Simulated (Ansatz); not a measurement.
Geometry optimisation, DFT PBEsol, scalar-relativistic, plane waves, PAW (Ansatz).

The input (input.yaml):

```yaml
crystal:
  lattice:
    - [6.32, 0.0, 0.0]
    - [0.0, 6.32, 0.0]
    - [0.0, 0.0, 6.32]
  atoms:
    - { symbol: W, position: [0.0, 0.0, 0.0] }
    - { symbol: W, position: [0.5, 0.0, 0.0] }
    - { symbol: W, position: [0.0, 0.5, 0.0] }
    - { symbol: W, position: [0.0, 0.0, 0.5] }
    - { symbol: W, position: [0.25, 0.25, 0.25] }
    - { symbol: W, position: [0.5, 0.5, 0.0] }
    - { symbol: W, position: [0.5, 0.0, 0.5] }
    - { symbol: W, position: [0.75, 0.25, 0.25] }
    - { symbol: W, position: [0.0, 0.5, 0.5] }
    - { symbol: W, position: [0.25, 0.75, 0.25] }
    - { symbol: W, position: [0.25, 0.25, 0.75] }
    - { symbol: W, position: [0.5, 0.5, 0.5] }
    - { symbol: W, position: [0.75, 0.75, 0.25] }
    - { symbol: W, position: [0.75, 0.25, 0.75] }
    - { symbol: W, position: [0.25, 0.75, 0.75] }
    - { symbol: W, position: [0.75, 0.75, 0.75] }
    - { symbol: B, position: [0.4920029, 0.376619, 0.2604253] }
basis:
  ecutwfc: 420.0
kpoints:
  mp_grid: { grid: [3, 3, 3] }
hamiltonian:
  xc: pbesol
  pseudopotentials: { kind: paw, azcp: { folder: soft_1 } }
scf:
  occupations: { method: gaussian, width: 0.1 }
  lower_state_search: "off"
relax:
  f_tol: 0.03
  max_steps: 60
  adjacent_minimum: "off"
output:
  write_density: true
  write_potential: true
  elf: true
  volumetric_format: npy
```

Command:

```bash
$ ansatz run input.yaml --threads 4 --pin off --max-ram 10240MiB --backend cpu --events-out ev --progress --plain --runs-dir out
```

**Question.** Where does it end, and by what steps?

**Answer.** The forces met the threshold. Limits of this set-up: coarse k mesh, odd electron count without spin, PAW files made for another functional, a small cell, in which the defect meets its images, a typed lattice constant that wasn't relaxed here. After 8 steps the energy has fallen by 6.335 eV; B17 moved furthest, 0.74 Å. The start is strongly strained (largest force component 11 eV/Å), so its close contacts needn't be bonds. Parted: W7–B17 (2.82 → 3.54 Å).

```tsv
step	energy less start (eV)	largest force component (eV/Å)	accepted
0	0.0000	11.401	yes
1	-2.0065	3.566	yes
2	-4.4139	1.357	yes
3	-5.0345	2.553	yes
4	-5.6128	2.445	yes
5	-6.1719	1.224	yes
6	-6.3248	0.239	yes
7	-6.3345	0.089	yes
8	-6.3347	0.006	yes
```

```xyz
17
Lattice="6.3200 0.0000 0.0000 0.0000 6.3200 0.0000 0.0000 0.0000 6.3200" Properties=species:S:1:pos:R:3
W -0.003 -0.046 0.026
W 3.157 -0.046 -0.007
W -0.003 3.114 -0.007
W -0.003 -0.046 3.141
W 1.591 1.548 1.584
W 3.157 3.114 -0.333
W 3.157 -0.046 3.174
W 4.723 1.548 1.584
W -0.003 3.114 3.174
W 1.591 4.680 1.584
W 1.513 1.470 4.744
W 3.157 3.114 3.501
W 4.723 4.680 1.584
W 4.801 1.470 4.744
W 1.513 4.758 4.744
W 4.801 4.758 4.744
B 3.157 3.114 1.584
```

Whether the end is a true minimum wasn't checked by a vibrational analysis.

Run time: 2.4 min on 4 threads of Arm Neoverse V1, on a shared host, peak memory 1.3 GiB.
